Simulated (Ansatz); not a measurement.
# BeSeO4: the cost of one run

Program: Ansatz 0.2.0. Level of theory: DFT PBE, scalar-relativistic, plane waves, PAW. These are calculated values, not measurements.

1 further run of the same task is left out (it didn't finish).

## (1) The starting structure

It takes space group P-43m (No. 215, cubic). The conventional cell has a = 3.931 Å, b = 3.931 Å, c = 3.931 Å, α = 90.00°, β = 90.00°, γ = 90.00°. Around Be (site symmetry -43m) lie 4 O at 1.02 Å. Se (site symmetry -43m) has 4 O at 2.39 Å as nearest neighbours. Around O (site symmetry 3m) lie 1 Be at 1.02 Å.

Structure file:

```
Be Se O
1.0
     3.93108    0.00000    0.00000
     0.00000    3.93108    0.00000
     0.00000    0.00000    3.93108
Be Se O
1 1 4
Direct
  0.00000 0.00000 0.00000
  0.50000 0.50000 0.50000
  0.14921 0.14921 0.85079
  0.14921 0.85079 0.14921
  0.85079 0.14921 0.14921
  0.85079 0.85079 0.85079
```

A structure generator made this guess: species swapped into a database cell of H4BrN (P-43m, No. 215), with O on the H sites, Se on the Br sites and Be on the N sites. Its size is a rough estimate.

## (2) The guess as it stands, on a coarse mesh

input.yaml

```yaml
crystal:
  lattice:
    - [3.93107749, 0.0, 0.0]
    - [0.0, 3.93107749, 0.0]
    - [0.0, 0.0, 3.93107749]
  atoms:
    - { symbol: Be, position: [0.0, 0.0, 0.0] }
    - { symbol: Se, position: [0.5, 0.5, 0.5] }
    - { symbol: O, position: [0.14920963, 0.14920963, 0.85079037] }
    - { symbol: O, position: [0.14920963, 0.85079037, 0.14920963] }
    - { symbol: O, position: [0.85079037, 0.14920963, 0.14920963] }
    - { symbol: O, position: [0.85079037, 0.85079037, 0.85079037] }
basis:
  ecutwfc: 420
kpoints:
  mp_grid: { grid: [4, 4, 4] }
hamiltonian:
  xc: pbe
scf:
  occupations: { method: gaussian, width: 0.1 }
  lower_state_search: "off"
output:
  forces: true
  stress: true
  eigenvalues: true
```

The run is started by

```bash
$ ansatz run input.yaml --threads 1 --pin off --max-ram 2560MiB --backend cpu --events-out ev --progress --plain --runs-dir out
```

**Question.** How long does this run take on 1 thread of AMD EPYC 7R43 (Zen 3), shared host, and how much memory does it need?

About 2.9 s, with a peak of 0.36 GiB.
